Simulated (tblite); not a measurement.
# C5H14BNO: the cost of one run

The runs use tblite 0.8.0 and PySCF 2.14.0, with density-fitted response routines of our own; the level of theory stands in each step. All values are computed, except where a source is named. Atoms count from 0, in the outputs and in this text.

## (1) The starting structure

22 atoms, charge 0, multiplicity 1; geometry from: force field or distance geometry start.

Bonds of the start (Å): C0–C1 1.33, C1–B2 1.58, B2–N3 1.53, B2–C4 1.63, C4–C5 1.54, C5–C6 1.52, C6–O7 1.39, C0–H8 1.09, C0–H9 1.08, C1–H10 1.09, B2–H11 1.20, N3–H12 1.06, N3–H13 1.05, N3–H14 1.04, C4–H15 1.11, C4–H16 1.11, C5–H17 1.12, C5–H18 1.10, C6–H19 1.12, C6–H20 1.11, O7–H21 1.00.

## (2) Optimising the geometry with GFN2-xTB

The job: settings as JSON, then the geometry in Å.

```
{"job": {"kind": "relax", "xc": "GFN2-xTB", "basis": "xTB"}, "charge": 0, "multiplicity": 1}
C      2.526300     1.838300    -0.414000
C      2.385200     0.676000     0.209500
B      1.206000    -0.332500    -0.099100
N      1.471000    -1.686900     0.551100
C     -0.210500     0.285700     0.433000
C     -1.425500    -0.388600    -0.234300
C     -2.727500     0.237700     0.252100
O     -3.802900    -0.402500    -0.356600
H      1.806500     2.152800    -1.165800
H      3.347200     2.493900    -0.174500
H      3.134400     0.382500     0.951000
H      1.142800    -0.485200    -1.284500
H      1.461800    -1.601000     1.611000
H      2.408900    -2.052900     0.249800
H      0.740900    -2.376900     0.272300
H     -0.241500     1.376200     0.210600
H     -0.266300     0.171400     1.532400
H     -1.431300    -1.477600     0.013200
H     -1.359900    -0.272100    -1.330800
H     -2.801700     0.120900     1.366700
H     -2.746800     1.324800     0.005400
H     -4.627700     0.035500    -0.008900
```

Command:

```console
> OMP_NUM_THREADS=1 python probes_run.py task.json out
```

The driver reads the jobs from task.json and runs them one after another.

**Question.** How long does this first job take on 1 thread of Arm Neoverse N1, shared host, and how much memory does it need?

About 1.2 s, with a peak of 0.18 GiB.
